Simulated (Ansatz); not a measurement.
**BH₂NZn (SMILES B=[N][ZnH]): functionals against CCSD(T) at one geometry**

A test off equilibrium: a structure displaced at random from a GFN2-xTB minimum is computed at several levels, and each is set against CCSD(T).

The runs use Ansatz 0.2.0, Gaussian basis; single points in def2-TZVPP.

Cores are frozen in the correlated methods. The 3s and 3p shells of Cu and Zn are frozen; filled d shells are correlated.

### 1 The starting structure

SMILES `B=[N][ZnH]`, 5 atoms, charge 0, spin multiplicity 1.

Atoms are counted from 1 here; the program's logs count them from 0.

Bond lengths: B1–N2 1.320 Å, B1–H4 1.258 Å, N2–Zn3 1.893 Å, Zn3–H5 1.559 Å. Angles: N2–B1–H4 168.1°, B1–N2–Zn3 163.6°, N2–Zn3–H5 167.1°.

Geometry (Å):

```
B    -1.5322   -0.3194   -0.4296
N    -0.3801   -0.0413    0.1514
Zn    1.4320    0.4025    0.4722
H    -2.7324   -0.5151   -0.7524
H     2.9689    0.4205    0.7302
```

### 2 CCSD(T)/def2-TZVPP

File run/in.yaml:

```yaml
crystal:
  periodic: [false, false, false]
  atoms:
    - {symbol: B, position_ang: [-1.532200, -0.319400, -0.429600]}
    - {symbol: N, position_ang: [-0.380100, -0.041300, 0.151400]}
    - {symbol: Zn, position_ang: [1.432000, 0.402500, 0.472200]}
    - {symbol: H, position_ang: [-2.732400, -0.515100, -0.752400]}
    - {symbol: H, position_ang: [2.968900, 0.420500, 0.730200]}
basis:
  gaussian: {orbitals: def2-TZVPP}
correlation: {method: ccsd_t, frozen_orbitals: {B: 1, H: 0, "N": 1, Zn: 9}}
output: {forces: true}
```

The command line of these runs was not kept.

### 3 PBE0-D4/def2-TZVPP

run/in.yaml: that of step 2 with these lines changed.

```diff
@@ -10,3 +10,3 @@
   gaussian: {orbitals: def2-TZVPP}
-correlation: {method: ccsd_t, frozen_orbitals: {B: 1, H: 0, "N": 1, Zn: 9}}
-output: {forces: true}
+hamiltonian: {xc: pbe0, dispersion: d4}
+output: {forces: true, orbitals: {seedname: orbitals}}
```

### 4 wB97M-V/def2-TZVPP

run/in.yaml: that of step 3 with these lines changed.

```diff
@@ -10,3 +10,3 @@
   gaussian: {orbitals: def2-TZVPP}
-hamiltonian: {xc: pbe0, dispersion: d4}
-output: {forces: true, orbitals: {seedname: orbitals}}
+hamiltonian: {xc: {name: wB97M-V}}
+output: {forces: true}
```

### 5 r2SCAN-D4/def2-TZVPP

run/in.yaml: that of step 4 with these lines changed.

```diff
@@ -10,3 +10,3 @@
   gaussian: {orbitals: def2-TZVPP}
-hamiltonian: {xc: {name: wB97M-V}}
+hamiltonian: {xc: r2scan, dispersion: d4}
 output: {forces: true}
```

### 6 PBE-D4/def2-TZVPP

run/in.yaml: that of step 5 with these lines changed.

```diff
@@ -10,3 +10,3 @@
   gaussian: {orbitals: def2-TZVPP}
-hamiltonian: {xc: r2scan, dispersion: d4}
+hamiltonian: {xc: pbe, dispersion: d4}
 output: {forces: true}
```

### 7 r2SCANh-D4/def2-TZVPP

run/in.yaml: that of step 6 with these lines changed.

```diff
@@ -10,3 +10,3 @@
   gaussian: {orbitals: def2-TZVPP}
-hamiltonian: {xc: pbe, dispersion: d4}
+hamiltonian: {xc: {name: r2SCANh}, dispersion: d4}
 output: {forces: true}
```

### 8 revPBE-D4/def2-TZVPP

run/in.yaml: that of step 7 with these lines changed.

```diff
@@ -10,3 +10,3 @@
   gaussian: {orbitals: def2-TZVPP}
-hamiltonian: {xc: {name: r2SCANh}, dispersion: d4}
+hamiltonian: {xc: {name: revPBE}, dispersion: d4}
 output: {forces: true}
```

(Steps that only read results are left out.)

Before running it: what results should come out? Wanted: energy less free atoms, CCSD(T)/def2-TZVPP; RMS force component; RMS force error; HOMO and LUMO, PBE0-D4; T1 diagnostic.

The runs gave:

```
                                  quantity                                                                                                value
energy less free atoms, CCSD(T)/def2-TZVPP                                                                                       -1435.0 kJ/mol
                       RMS force component                                                                 0.958 to 1.311 eV/Å over the methods
                           RMS force error  PBE0-D4 0.289, wB97M-V 0.330, r2SCAN-D4 0.158, PBE-D4 0.061, r2SCANh-D4 0.237, revPBE-D4 0.068 eV/Å
                    HOMO and LUMO, PBE0-D4                                                                                   -7.69 and -0.82 eV
                             T1 diagnostic                                                                                                0.019
```

Against CCSD(T) the functionals' energies less atoms differ by -96.8 to -46.2 kJ/mol, PBE-D4 by -96.8 kJ/mol. A larger basis would deepen the CCSD(T) value, while the functionals are nearly converged already, so the order here is not reliable. On forces the order runs from PBE-D4 to wB97M-V. Frozen-core CCSD(T) forces in triple zeta carry basis errors of their own, and this is one geometry, so small gaps rank nothing.
